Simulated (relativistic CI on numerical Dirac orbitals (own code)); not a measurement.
# Pt⁴⁺: O2,3 absorption multiplets

Wanted: the shape of the O2,3 absorption spectrum of Pt⁴⁺ in 5 surroundings, from the same atomic integrals.

The numbers are computed with relativistic CI on numerical Dirac orbitals (own code) version 1 (Dirac-Coulomb-Breit CI, KLI orbitals optimised for each configuration, model QED (radiative potential, 1s self-energy scaled to tabulated hydrogen-like ionisation energies), valence Slater integrals scaled by 0.9, multiplet model of core-to-valence dipole absorption), except any that are marked as measured or tabulated.

### Step 1. Starting point

| Item | Value |
| --- | --- |
| ion | Pt⁴⁺ (Pt V) |
| nuclear charge | 78 |
| electrons | 74 |
| configurations | [Xe] 4f14 5d6 → [Kr] 4d10 4f14 5s2 5p5 5d7 |
| magnetising field for the dichroism, Lz and Sz | exchange field 10 meV on Sz; these come from the lowest magnetised state alone (0 K) |
| temperature of the isotropic spectrum | 300 K |
| widths | Lorentz 1 eV, Gauss 0.3 eV |
| surrounding 1 | free ion |
| surrounding 2 | Oh, 10Dq = 8500 cm⁻¹ |
| surrounding 3 | Oh, 10Dq = 19200 cm⁻¹ |
| surrounding 4 | Oh, 10Dq = 29850 cm⁻¹ |
| surrounding 5 | Oh, 10Dq = 40550 cm⁻¹ |

### Step 2. Surrounding 1: free ion

Settings of the run:

```ini
atom Pt  Z=78  charge=4  electrons=74
nucleus A=195  rms_radius_fm=5.4270
hamiltonian dirac-coulomb  breit=on  qed=on  c_scale=1
orbitals kli  potential=per-configuration
slater_scale 0.9
correlation none
mixing on
configurations
  [Xe] 4f14 5d6
  [Kr] 4d10 4f14 5s2 5p5 5d7
end
absorption O2,3 T=300 lorentz=1 gauss=0.3
crystal_field free
```

### Step 3. Surrounding 2: Oh, 10Dq = 8500

Settings: those of step 2 with these lines changed.

```diff
@@ -12,2 +12,2 @@
 absorption O2,3 T=300 lorentz=1 gauss=0.3
-crystal_field free
+crystal_field Oh 10Dq=8500
```

### Step 4. Surrounding 3: Oh, 10Dq = 19200

Settings: those of step 3 with these lines changed.

```diff
@@ -12,2 +12,2 @@
 absorption O2,3 T=300 lorentz=1 gauss=0.3
-crystal_field Oh 10Dq=8500
+crystal_field Oh 10Dq=19200
```

### Step 5. Surrounding 4: Oh, 10Dq = 29850

Settings: those of step 4 with these lines changed.

```diff
@@ -12,2 +12,2 @@
 absorption O2,3 T=300 lorentz=1 gauss=0.3
-crystal_field Oh 10Dq=19200
+crystal_field Oh 10Dq=29850
```

### Step 6. Surrounding 5: Oh, 10Dq = 40550

Settings: those of step 5 with these lines changed.

```diff
@@ -12,2 +12,2 @@
 absorption O2,3 T=300 lorentz=1 gauss=0.3
-crystal_field Oh 10Dq=29850
+crystal_field Oh 10Dq=40550
```

(Steps that only read results are left out.)

What does the calculation give? Wanted: highest peak, first run; ground spin; core spin-orbit splitting.

As calculated:

| surrounding | ground S | Lz (0 K) | Sz (0 K) | centroid (eV) | share of the lower edge | up to four highest peaks (% of the highest), eV |
| --- | --- | --- | --- | --- | --- | --- |
| 1: free | 1.85 | -2.21 | -1.79 | 56.90 | - | 51.8 (45), 54.5 (68), 56.0 (100), 61.5 (37) |
| 2: Oh | 1.60 | -0.48 | -0.38 | 57.19 | - | 52.0 (44), 55.0 (80), 56.2 (100), 59.2 (37) |
| 3: Oh | 0.69 | -0.01 | -0.01 | 60.17 | - | 53.2 (22), 56.8 (100), 59.0 (79), 62.8 (23) |
| 4: Oh | 0.33 | 0.00 | 0.00 | 62.38 | - | 57.5 (100), 61.0 (39), 72.2 (41), 75.5 (29) |
| 5: Oh | 0.19 | 0.00 | 0.00 | 63.88 | - | 58.2 (100), 59.2 (62), 60.8 (27), 73.5 (55) |

```
                                 quantity         value
                  highest peak, first run       56.0 eV
      ground spin (effective S from ⟨S²⟩)  0.19 to 1.85
core spin-orbit splitting (without Breit)      15.43 eV
```

What this shows: The ground spin changes between the runs (1.85 to 0.19), and the line shape with it. The position of the maximum differs by up to 2.2 eV between the surroundings, by shifts of peaks or by peaks exchanging rank. Edge positions are free-ion values and differ from those in solids by a few eV or more.
